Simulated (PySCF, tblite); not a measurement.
# CH9ClO2Si3: geometry, infrared bands and NMR shifts

What infrared bands and NMR shifts should CH9ClO2Si3 (`CO[Si@]([SiH3])(Cl)O[SiH3]`) show?

Programs: tblite 0.8.0 and PySCF 2.14.0, with density-fitted response routines of our own. Each step states its level of theory. These are calculated values for one molecule in the gas phase, unless marked as measured. Atoms count from 0, in the outputs and in this text.

## Step 1: The molecule as given

16 atoms, charge 0, multiplicity 1; geometry from: force field or distance geometry start.

Bonds of the start (Å): C0–O1 1.41, O1–Si2 1.71, Si2–Si3 2.25, Si2–Cl4 2.09, Si2–O5 1.72, O5–Si6 1.72, C0–H7 1.11, C0–H8 1.12, C0–H9 1.11, Si3–H10 1.47, Si3–H11 1.49, Si3–H12 1.48, Si6–H13 1.48, Si6–H14 1.47, Si6–H15 1.47.

## Step 2: Relaxing the molecule with GFN2-xTB

Job settings and geometry (Å):

```
{"job": {"kind": "relax", "xc": "GFN2-xTB", "basis": "xTB"}, "charge": 0, "multiplicity": 1}
C      2.541200    -0.295700     0.081100
O      1.586100     0.013200    -0.905200
Si     0.072400     0.039100    -0.117800
Si    -0.515100     2.189000     0.169100
Cl     0.221000    -0.858400     1.766600
O     -1.133400    -0.781100    -1.026700
Si    -2.142500    -1.592000     0.104600
H      2.238200     0.030700     1.097900
H      2.724600    -1.399500     0.114400
H      3.520100     0.156100    -0.172600
H     -0.996800     2.806100    -1.069900
H     -1.581800     2.202900     1.203300
H      0.662100     2.912300     0.692900
H     -2.889300    -0.556000     0.844100
H     -1.253900    -2.318700     1.019800
H     -3.060500    -2.539300    -0.545400
```

Launch:

```sh
> OMP_NUM_THREADS=1 python probes_run.py task.json out
```

This one command runs all jobs of the session in turn.

**Question.** This job is followed by: GFN2-xTB harmonic vibrations, gas phase; GIAO PBE0/pcSseg-1 NMR shielding, non-relativistic, gas phase. What will the session give for the following? strongest single infrared mode (GFN2-xTB); zero-point energy (GFN2-xTB); ¹³C shifts against TMS (PBE0/pcSseg-1); ¹H shifts against TMS (PBE0/pcSseg-1, means over atoms taken as alike); ¹⁷O shifts against H2O (PBE0/pcSseg-1); ²⁹Si shifts against TMS (PBE0/pcSseg-1); ³⁵Cl shifts against HCl (PBE0/pcSseg-1); surface potential, 1st and 99th percentile.

**Answer**, as computed:

| quantity | value |
| --- | --- |
| strongest single infrared mode (GFN2-xTB) | 1098 cm⁻¹, 740 km/mol |
| zero-point energy (GFN2-xTB) | 59.9 kcal/mol |
| ¹³C shifts against TMS (PBE0/pcSseg-1) | 51.2 ppm |
| ¹H shifts against TMS (PBE0/pcSseg-1, means over atoms taken as alike) | 5.14, 3.83, 3.33 ppm |
| ¹⁷O shifts against H2O (PBE0/pcSseg-1) | 67.0, 65.6 ppm |
| ²⁹Si shifts against TMS (PBE0/pcSseg-1) | -25.9, -43.5, -124.8 ppm |
| ³⁵Cl shifts against HCl (PBE0/pcSseg-1) | 102 ppm |
| surface potential, 1st and 99th percentile | -1.03 V and 1.41 V |

**Reading.** The optimisation took 159 steps and gained 1.749 eV; among the close pairs (by a distance rule), Si2–O5 changed most, from 1.718 to 1.609 Å. The lowest mode is imaginary (26i cm⁻¹), so the xTB geometry is not a minimum. The strongest single mode, at 1098 cm⁻¹, moves mainly O5. Unscaled tight-binding wavenumbers are off by several per cent, some by more. Its intensities can rank the bands wrongly. At PBE0/pcSseg-1: Shielding is most anisotropic at Cl4 (span 289 ppm, paramagnetic term -302 ppm).
